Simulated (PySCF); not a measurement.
# AgH6N2 ([Ag(NH3)2]+): the cost of one run

Computed with PySCF 2.14.0 and routines of our own; the level stands in each step. Atoms count from 0.

3 further runs of the same task are left out: 3 for a basis unfit for spin-orbit shieldings.

## 1. The starting structure

9 atoms, charge 1, multiplicity 1; geometry from: GFN2-xTB.

## 2. NMR shieldings: PBE0/x2c-SVPall-2c Ag:us-x2c-SVPall-2c, spin-free

The job: settings as JSON, then the geometry in Å.

```
{"job": {"xc": "PBE0", "basis": {"default": "x2c-SVPall-2c", "Ag": "us-x2c-SVPall-2c"}, "rel": "sf", "kind": "hnmr"}, "charge": 1, "multiplicity": 1}
Ag     0.004610     0.003230    -0.000030
N     -0.003720    -0.015450     2.265100
H     -0.418880     0.827040     2.660730
H      0.933810    -0.084110     2.658850
H     -0.531760    -0.800240     2.644910
N      0.004230     0.015960    -2.265030
H     -0.937910     0.018600    -2.653880
H      0.474320    -0.798090    -2.659040
H      0.475300     0.833060    -2.651620
```

With the program's defaults for keys left out, this is: PBE0/x2c-SVPall-2c Ag:us-x2c-SVPall-2c GIAO NMR shielding, spin-free X2C, Gaussian nuclei, gas phase.

The run is started by

```sh
$ OMP_NUM_THREADS=1 python heavy_run.py task.json out
```

One launch serves the whole session: the jobs run in the order shown.

Q: Estimate the wall time and peak memory of this first job on 1 thread of Arm Neoverse V2, shared host.

About 13 s, with a peak of 0.86 GiB.
